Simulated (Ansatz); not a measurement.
# CH4F2N2Si: a ladder of functionals and wavefunction methods

Aim: compute CH4F2N2Si with functionals from several rungs and with coupled cluster, and see how far each lands from CCSD(T) at the basis-set limit for the atomisation energy.

The runs use Ansatz 0.2.0, Gaussian basis; functionals in def2-TZVPP, the program's frozen cores in correlated methods.

The runs, in order: LDA (SPW92), PBE-D4, revPBE-D4, BLYP-D4, r2SCAN-D4, B97M-V, PBE0-D4, B3LYP-D4, r2SCANh-D4, r2SCAN0-D4, HSE06-D4, BHLYP-D4, CAM-B3LYP-D4, LC-ωPBE, ωB97X-V, ωB97M-V, B2PLYP, PBE-QIDH; CCSD(T)/def2-SVP; CCSD(T)/def2-TZVPP; MP2/def2-QZVPP; extrapolation to the limit; RPA on PBE.

## (1) Structure used throughout

The geometry comes from an earlier relaxation with PBE0-D4 in a triple-zeta def2 set; it is a stationary point, not always the lowest conformer.

SMILES `N[SiH](F)/N=C/F`, 10 atoms, charge 0, spin multiplicity 1.

Atoms are counted from 1 here; the program's logs count them from 0.

Bond lengths: N1–Si2 1.686 Å, N1–H7 1.005 Å, N1–H8 1.005 Å, Si2–F3 1.606 Å, Si2–N4 1.722 Å, Si2–H9 1.474 Å, N4–C5 1.235 Å, C5–F6 1.335 Å, C5–H10 1.094 Å. Angles: Si2–N1–H7 123.7°, Si2–N1–H8 121.9°, H7–N1–H8 113.1°, N1–Si2–F3 112.9°, N1–Si2–N4 106.6°, N1–Si2–H9 112.5°, F3–Si2–N4 109.5°, F3–Si2–H9 104.5°, N4–Si2–H9 110.9°, Si2–N4–C5 125.6°, N4–C5–F6 121.2°, N4–C5–H10 129.5°, F6–C5–H10 109.3°.

## (2) LDA

This LDA is Slater exchange with PW92 correlation.

Contents of in.yaml:

```yaml
crystal:
  periodic: [false, false, false]
  atoms:
    - {symbol: N, position_ang: [-0.177933, -1.828338, -0.493695]}
    - {symbol: Si, position_ang: [0.565910, -0.315334, -0.526660]}
    - {symbol: F, position_ang: [1.788320, -0.197809, 0.508966]}
    - {symbol: N, position_ang: [-0.645996, 0.837390, -0.117767]}
    - {symbol: C, position_ang: [-0.556843, 1.689652, 0.772029]}
    - {symbol: F, position_ang: [-1.548805, 2.551791, 1.005476]}
    - {symbol: H, position_ang: [0.281976, -2.681273, -0.759127]}
    - {symbol: H, position_ang: [-1.048885, -1.982148, -0.016265]}
    - {symbol: H, position_ang: [1.162350, -0.008520, -1.839257]}
    - {symbol: H, position_ang: [0.263005, 1.883490, 1.469298]}
basis:
  gaussian: {orbitals: def2-TZVPP}
hamiltonian: {xc: lda}
output: {orbitals: {seedname: orbitals}}
```

On the command line:

```
> ansatz run in.yaml --threads 4 --pin off --events-out ev --progress --plain --max-ram 10444MiB
```

After this run come: PBE-D4 (GGA); revPBE-D4 (GGA); BLYP-D4 (GGA); r2SCAN-D4 (meta-GGA); B97M-V (meta-GGA); B3LYP-D4 (hybrid); r2SCANh-D4 (hybrid); r2SCAN0-D4 (hybrid); HSE06-D4 (hybrid); BHLYP-D4 (hybrid); CAM-B3LYP-D4 (range-separated); LC-ωPBE (range-separated); ωB97X-V (range-separated); ωB97M-V (range-separated); B2PLYP (double hybrid); PBE-QIDH (double hybrid); CCSD(T) in def2-SVP; CCSD(T) in def2-TZVPP; MP2 in def2-QZVPP; RPA on PBE orbitals.

**Question.** What will the summary of the whole plan be? Wanted: atomisation energy, CCSD(T)/CBS; farthest beyond LDA; mean size of error, GGA; mean size of error, meta-GGA; mean size of error, hybrid; mean size of error, range-separated; mean size of error, double hybrid; gap, smallest and largest; T1 diagnostic.

As calculated:

| quantity | value |
| --- | --- |
| atomisation energy, CCSD(T)/CBS | 40.912 eV |
| functionals within 0.205 eV (0.5 %) | revPBE-D4, r2SCAN-D4, B97M-V, PBE0-D4, B3LYP-D4, HSE06-D4, LC-ωPBE |
| farthest beyond LDA | BHLYP-D4 (-1.680 eV) |
| mean size of error, GGA | 0.571 eV |
| mean size of error, meta-GGA | 0.039 eV |
| mean size of error, hybrid | 0.595 eV |
| mean size of error, range-separated | 0.214 eV |
| mean size of error, double hybrid | 0.467 eV |
| gap, smallest and largest | 4.53 eV (LDA (SPW92)), 12.50 eV (LC-ωPBE) |
| T1 diagnostic | 0.0128 |
| triples share of the correlation energy | 3.6 % |

What this shows: LDA overbinds by 6.789 eV (17 %). PBE-D4 misses by +1.166 eV. Double hybrids carry the basis error of their MP2 part in triple zeta, and no dispersion term here, so their miss is partly the set-up's. Taken by rung, meta-GGA functionals do best (0.039 eV on average) and hybrid ones worst beyond LDA (0.595 eV). GGA functionals lie within the reference's doubt of that worst mean (0.571 eV), so those two tie. The mean of the hybrids holds BHLYP, with half exact exchange. Misses under about 0.205 eV are within the doubt on the reference itself, which lacks core-valence correlation, relativity and higher excitations. Hartree-Fock recovers 68 % of the binding; the rest is correlation. CCSD(T) in def2-SVP is off by -3.351 eV, so the small basis spoils what the method gains. The gap grows from 4.5 to 12.5 eV across the functionals, mostly with the share of exact exchange.
